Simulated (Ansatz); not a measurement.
# BF3H2Se: small, medium and large basis sets

The task here is to estimate one member of a computed series from the others.

Program: Ansatz 0.2.0, Gaussian basis. Level of theory: one geometry, several basis sets. These are calculated values, not measurements.

The runs, in order: PBE0-D4/def2-SVP; ωB97M-V/def2-SVP; PBE0-D4/def2-QZVPP; ωB97M-V/def2-QZVPP; the functionals' def2-TZVPP values are taken from earlier runs.

## Structure used throughout

The geometry comes from an earlier relaxation with PBE0-D4 in a triple-zeta def2 set; it is a stationary point, not always the lowest conformer.

7 atoms, charge 0, spin multiplicity 1.

Atoms are counted from 1 here; the program's logs count them from 0.

Bond lengths: F1–B2 1.316 Å, B2–F3 1.317 Å, B2–F4 1.316 Å, Se5–H6 1.467 Å, Se5–H7 1.467 Å. Angles: F1–B2–F3 119.7°, F1–B2–F4 119.9°, F3–B2–F4 119.7°, H6–Se5–H7 91.2°.

Set-up of the first run:

File in.yaml:

```yaml
crystal:
  periodic: [false, false, false]
  atoms:
    - {symbol: F, position_ang: [0.239454, -1.087466, 1.678233]}
    - {symbol: B, position_ang: [0.312819, -1.247318, 0.373759]}
    - {symbol: F, position_ang: [-0.782054, -1.495468, -0.315434]}
    - {symbol: F, position_ang: [1.488180, -1.356481, -0.208694]}
    - {symbol: Se, position_ang: [0.170644, 1.745369, -0.147846]}
    - {symbol: H, position_ang: [-1.264243, 1.810083, 0.151899]}
    - {symbol: H, position_ang: [-0.103600, 1.563180, -1.577716]}
basis:
  gaussian: {orbitals: def2-SVP}
hamiltonian: {xc: pbe0, dispersion: d4}
output: {orbitals: {seedname: orbitals}}
```

Run with:

```console
> ansatz run in.yaml --threads 4 --pin off --events-out ev --progress --plain --max-ram 10444MiB
```

Steps of the session up to this table: PBE0-D4 in def2-SVP; ωB97M-V in def2-SVP; PBE0-D4 in def2-QZVPP; ωB97M-V in def2-QZVPP.

One table of the session follows, with a row left open; its other results are not shown here.

It belongs to the step «Functionals by basis». 

| functional | basis | HOMO (eV) | LUMO (eV) |
| --- | --- | --- | --- |
| PBE0-D4 | def2-SVP | ? | ? |
| PBE0-D4 | def2-TZVPP | -7.73 | -0.27 |
| PBE0-D4 | def2-QZVPP | -7.75 | -0.33 |
| ωB97M-V | def2-SVP | -9.79 | 2.05 |
| ωB97M-V | def2-TZVPP | -9.91 | 1.70 |
| ωB97M-V | def2-QZVPP | -9.93 | 1.25 |

Q: Estimate the row for PBE0-D4, def2-SVP from the others.

**Answer.** HOMO (eV): -7.61; LUMO (eV): -0.03. In the column «HOMO (eV)» it is the highest.
